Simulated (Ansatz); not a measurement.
# GaH7OSi2: one species, many methods

Aim: compute GaH7OSi2 with functionals from several rungs and with coupled cluster. The yardstick is the atomisation energy at the CCSD(T) limit.

Program: Ansatz 0.2.0, Gaussian basis. Level of theory: functionals in def2-TZVPP, the program's frozen cores in correlated methods. These are calculated values, not measurements.

Levels to be run: LDA (SPW92), PBE-D4, revPBE-D4, BLYP-D4, r2SCAN-D4, B97M-V, PBE0-D4, B3LYP-D4, r2SCANh-D4, r2SCAN0-D4, HSE06-D4, BHLYP-D4, CAM-B3LYP-D4, LC-ωPBE, ωB97X-V, ωB97M-V, B2PLYP, PBE-QIDH; CCSD(T)/def2-SVP; CCSD(T)/def2-TZVPP; MP2/def2-QZVPP; extrapolation to the limit; RPA on PBE.

## 1. Structure used throughout

The geometry comes from an earlier relaxation with PBE0-D4 in a triple-zeta def2 set; it is a stationary point, not always the lowest conformer.

SMILES `[SiH3]O[SiH2][GaH2]`, 11 atoms, charge 0, spin multiplicity 1.

Atoms are counted from 1 here; the program's logs count them from 0.

Bond lengths: Si1–O2 1.626 Å, Si1–H5 1.481 Å, Si1–H6 1.481 Å, Si1–H7 1.526 Å, O2–Si3 1.679 Å, Si3–Ga4 2.433 Å, Si3–H8 1.489 Å, Si3–H9 1.489 Å, Ga4–H10 1.573 Å, Ga4–H11 1.573 Å. Angles: O2–Si1–H5 112.2°, O2–Si1–H6 112.1°, O2–Si1–H7 107.7°, H5–Si1–H6 111.2°, H5–Si1–H7 106.6°, H6–Si1–H7 106.6°, Si1–O2–Si3 124.4°, O2–Si3–Ga4 101.1°, O2–Si3–H8 107.7°, O2–Si3–H9 107.7°, Ga4–Si3–H8 116.4°, Ga4–Si3–H9 116.5°, H8–Si3–H9 106.8°, Si3–Ga4–H10 120.6°, Si3–Ga4–H11 120.5°, H10–Ga4–H11 118.7°.

## 2. LDA

This LDA is Slater exchange with PW92 correlation.

in.yaml

```yaml
crystal:
  periodic: [false, false, false]
  atoms:
    - {symbol: Si, position_ang: [-0.948631, 1.378047, 0.165338]}
    - {symbol: O, position_ang: [0.674502, 1.300071, 0.224070]}
    - {symbol: Si, position_ang: [1.562926, -0.113270, 0.044021]}
    - {symbol: Ga, position_ang: [-0.213930, -1.746594, -0.263462]}
    - {symbol: H, position_ang: [-1.428848, 2.190101, -0.976002]}
    - {symbol: H, position_ang: [-1.531070, 1.851209, 1.441817]}
    - {symbol: H, position_ang: [-1.472844, -0.037528, -0.056091]}
    - {symbol: H, position_ang: [2.491657, 0.077953, -1.104564]}
    - {symbol: H, position_ang: [2.409193, -0.274387, 1.258951]}
    - {symbol: H, position_ang: [-0.722505, -2.116274, -1.705128]}
    - {symbol: H, position_ang: [-0.820461, -2.509317, 0.971050]}
basis:
  gaussian: {orbitals: def2-TZVPP}
hamiltonian: {xc: lda}
output: {orbitals: {seedname: orbitals}}
```

The run is started by

```sh
$ ansatz run in.yaml --threads 4 --pin off --events-out ev --progress --plain --max-ram 10444MiB
```

The runs that follow: PBE-D4 (GGA); revPBE-D4 (GGA); BLYP-D4 (GGA); r2SCAN-D4 (meta-GGA); B97M-V (meta-GGA); PBE0-D4 (hybrid); B3LYP-D4 (hybrid); r2SCANh-D4 (hybrid); r2SCAN0-D4 (hybrid); HSE06-D4 (hybrid); BHLYP-D4 (hybrid); CAM-B3LYP-D4 (range-separated); LC-ωPBE (range-separated); ωB97X-V (range-separated); ωB97M-V (range-separated); B2PLYP (double hybrid); PBE-QIDH (double hybrid); CCSD(T) in def2-SVP; CCSD(T) in def2-TZVPP; MP2 in def2-QZVPP; RPA on PBE orbitals.

Before running them: what should the planned runs give, taken together? Wanted: atomisation energy, CCSD(T)/CBS; farthest beyond LDA; mean size of error, GGA; mean size of error, meta-GGA; mean size of error, hybrid; mean size of error, range-separated; mean size of error, double hybrid; gap, smallest and largest; T1 diagnostic.

As calculated:

| quantity | value |
| --- | --- |
| atomisation energy, CCSD(T)/CBS | 3298.8 kJ/mol |
| functionals within 33.0 kJ/mol (1.0 %) | r2SCAN-D4, B97M-V, r2SCANh-D4, CAM-B3LYP-D4, ωB97X-V, ωB97M-V |
| farthest beyond LDA | revPBE-D4 (-123.2 kJ/mol) |
| mean size of error, GGA | 88.1 kJ/mol |
| mean size of error, meta-GGA | 10.9 kJ/mol |
| mean size of error, hybrid | 58.8 kJ/mol |
| mean size of error, range-separated | 25.0 kJ/mol |
| mean size of error, double hybrid | 68.4 kJ/mol |
| gap, smallest and largest | 3.41 eV (LDA (SPW92)), 10.12 eV (LC-ωPBE) |
| T1 diagnostic | 0.0132 |
| triples share of the correlation energy | 3.5 % |

In words: The LDA atomisation energy is off by 347.0 kJ/mol (11 %): it overbinds. PBE-D4 misses by -66.5 kJ/mol. Double hybrids carry the basis error of their MP2 part in triple zeta, and no dispersion term here, so their miss is partly the set-up's. The rungs meta-GGA, range-separated miss on average by less than the doubt on the reference (33.0 kJ/mol), so they tie. The reference freezes the cores and leaves out relativity and excitations past (T), and its outer-core shells are covered unevenly, so misses under about 33.0 kJ/mol can't be ranked. Hartree-Fock recovers 74 % of the binding; the rest is correlation. CCSD(T) in def2-SVP is off by -260.3 kJ/mol, more than most functionals: a good method in a small basis is no reference. The gap grows from 3.4 to 10.1 eV across the functionals, mostly with the share of exact exchange. Correlated methods include outer-core shells of Ga, which these sets cover unevenly.
